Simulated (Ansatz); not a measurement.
This script for Ansatz's Python interface starts 3 runs on SnPPt₅, space group P4/mmm. What input does the engine get in each?

`edit_snppt5.py`:
```python
"""Keys set on an Input object, for SnPPt5."""

import warnings

import ansatz as az
from pymatgen.core import Lattice, Structure
from pymatgen.io.ase import AseAtomsAdaptor

warnings.simplefilter("ignore", az.DeckWarning)

pmg_structure = Structure(
    Lattice([(3.995954, 0.0, 0.0), (0.0, 3.995954, 0.0), (0.0, 0.0, 7.160219)]),
    ["Sn", "P", "Pt", "Pt", "Pt", "Pt", "Pt"],
    [
        (0.0, 0.0, 0.0),
        (0.5, 0.5, 0.5),
        (0.5, 0.5, 0.0),
        (0.5, 0.0, 0.700332),
        (0.0, 0.5, 0.700332),
        (0.5, 0.0, 0.299668),
        (0.0, 0.5, 0.299668),
    ],
)
structure = az.Crystal.from_ase(AseAtomsAdaptor.get_atoms(pmg_structure))

model = (
    structure.calculation()
    .functional(az.Functional.PBESOL)
    .basis(10 * az.Ha, xc_grid=2)
    .accuracy("medium")
    .kpoints(density=4.3)
    .occupations(az.OccupationsMethod.FERMI_DIRAC, width=0.1)
    .mixing("msr1", preconditioner="none")
    .band_table()
)
typed = model.input()
rows = []
for value in [0.1, 0.3, 0.6]:
    edited = typed.set(az.key.scf.mixing.beta, value)
    data = az.Session.from_dict(edited).plan().execute().report
    rows.append((value, data["free_energy_ev"], data["n_iterations"], len(data["eigenvalues_ev"][0]) if "eigenvalues_ev" in data else 0))
for row in rows:
    print("; ".join(f"{name} = {round(v, 4) if isinstance(v, float) else v}" for name, v in zip(["beta", "F eV", "iterations", "bands listed"], row)))
```

Run 1:
```yaml
crystal:
  lattice:
    - [3.995954, 0.0, 0.0]
    - [0.0, 3.995954, 0.0]
    - [0.0, 0.0, 7.160219]
  atoms:
    - { symbol: Sn, position: [0.0, 0.0, 0.0] }
    - { symbol: P, position: [0.5, 0.5, 0.5] }
    - { symbol: Pt, position: [0.5, 0.5, 0.0] }
    - { symbol: Pt, position: [0.5, 0.0, 0.700332] }
    - { symbol: Pt, position: [0.0, 0.5, 0.700332] }
    - { symbol: Pt, position: [0.5, 0.0, 0.299668] }
    - { symbol: Pt, position: [0.0, 0.5, 0.299668] }
accuracy: medium
basis:
  ecutwfc: 272.11386245988
  xc_grid: 2
kpoints:
  mp_grid:
    kspacing: 0.23255813953488372
hamiltonian:
  xc: pbesol
scf:
  mixing:
    algorithm: msr1
    preconditioner: none
    beta: 0.1
  occupations:
    method: fermi_dirac
    width: 0.1
output:
  eigenvalues: true
```

Run 2, against run 1:
```diff
-    beta: 0.1
+    beta: 0.3
```

Run 3, against run 1:
```diff
-    beta: 0.1
+    beta: 0.6
```

```console
$ python edit_snppt5.py
beta = 0.1; F eV = -68608.6548; iterations = 9; bands listed = 66
beta = 0.3; F eV = -68608.6548; iterations = 9; bands listed = 66
beta = 0.6; F eV = -68608.6548; iterations = 9; bands listed = 66
```

Notes:
- These settings explore the input space; cutoff and mesh may be short of convergence.
- The cutoff lies under the one recommended for these potentials.
- The mesh is modest for a metal, so energies can be off by several to tens of meV an atom and pressures by half a GPa or more; differences at equal mesh fare better.
- Spin-orbit coupling, which matters for elements this heavy, is left out.
- The structure comes from a database of computed cells and needn't be a stable or known phase.
- The script silences the warnings on its input, which a real study should read.
- Finished in 24 s on 1 thread of Arm Neoverse V1 (shared host), peak memory 0.52 GiB.
